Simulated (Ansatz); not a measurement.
# H₄O₂S₂Zr: how energies converge with the basis set

An exercise on one series of results from a longer session: the logs are not shown, and one member is left open.

Method: one geometry, several basis sets; program: Ansatz 0.2.0, Gaussian basis.

Plan: PBE0-D4/def2-SVP; ωB97M-V/def2-SVP; PBE0-D4/def2-QZVPP; ωB97M-V/def2-QZVPP; the functionals' def2-TZVPP values are taken from earlier runs.

### The geometry

The geometry comes from an earlier relaxation with PBE0-D4 in a triple-zeta def2 set; it is a stationary point, not always the lowest conformer. Zr takes the def2 core potential; no spin-orbit term is included.

SMILES `[OH][Zr]([OH])([SH])[SH]`, 9 atoms, charge 0, spin multiplicity 1.

Atoms are counted from 1 here; the program's logs count them from 0.

Bond lengths: O1–Zr2 1.902 Å, O1–H6 0.953 Å, Zr2–O3 1.902 Å, Zr2–S4 2.460 Å, Zr2–S5 2.460 Å, O3–H7 0.953 Å, S4–H8 1.347 Å, S5–H9 1.347 Å. Angles: Zr2–O1–H6 168.8°, O1–Zr2–O3 116.5°, O1–Zr2–S4 104.1°, O1–Zr2–S5 111.3°, O3–Zr2–S4 111.2°, O3–Zr2–S5 104.1°, S4–Zr2–S5 109.6°, Zr2–O3–H7 168.6°, Zr2–S4–H8 91.7°, Zr2–S5–H9 91.7°.

The first run:

The input, in.yaml:

```yaml
crystal:
  periodic: [false, false, false]
  atoms:
    - {symbol: O, position_ang: [-1.112903, 0.468439, 1.588154]}
    - {symbol: Zr, position_ang: [0.056781, 0.029821, 0.154153]}
    - {symbol: O, position_ang: [1.910212, -0.066814, 0.569434]}
    - {symbol: S, position_ang: [-0.786232, -2.130195, -0.667245]}
    - {symbol: S, position_ang: [-0.068546, 1.703121, -1.644823]}
    - {symbol: H, position_ang: [-1.554690, 0.787209, 2.370376]}
    - {symbol: H, position_ang: [2.778941, -0.172808, 0.947329]}
    - {symbol: H, position_ang: [0.184457, -2.201415, -1.598251]}
    - {symbol: H, position_ang: [-1.408029, 1.582631, -1.719136]}
basis:
  gaussian: {orbitals: def2-SVP}
hamiltonian: {xc: pbe0, dispersion: d4}
output: {orbitals: {seedname: orbitals}}
```

Command:

```sh
> ansatz run in.yaml --threads 4 --pin off --events-out ev --progress --plain --max-ram 10444MiB
```

Steps of the session up to this table: PBE0-D4 in def2-SVP; ωB97M-V in def2-SVP; PBE0-D4 in def2-QZVPP; ωB97M-V in def2-QZVPP.

One of the session's tables, all rows but one given; the rest of the session is left out.

It belongs to the step «Functionals by basis». 

| functional | basis | HOMO (eV) |
| --- | --- | --- |
| PBE0-D4 | def2-SVP | ? |
| PBE0-D4 | def2-TZVPP | -7.09 |
| PBE0-D4 | def2-QZVPP | -7.12 |
| ωB97M-V | def2-SVP | -9.04 |
| ωB97M-V | def2-TZVPP | -9.20 |
| ωB97M-V | def2-QZVPP | -9.24 |

**Question.** Estimate the row for PBE0-D4, def2-SVP.

**Answer.** HOMO (eV): -6.98. In the column «HOMO (eV)» it is the highest.
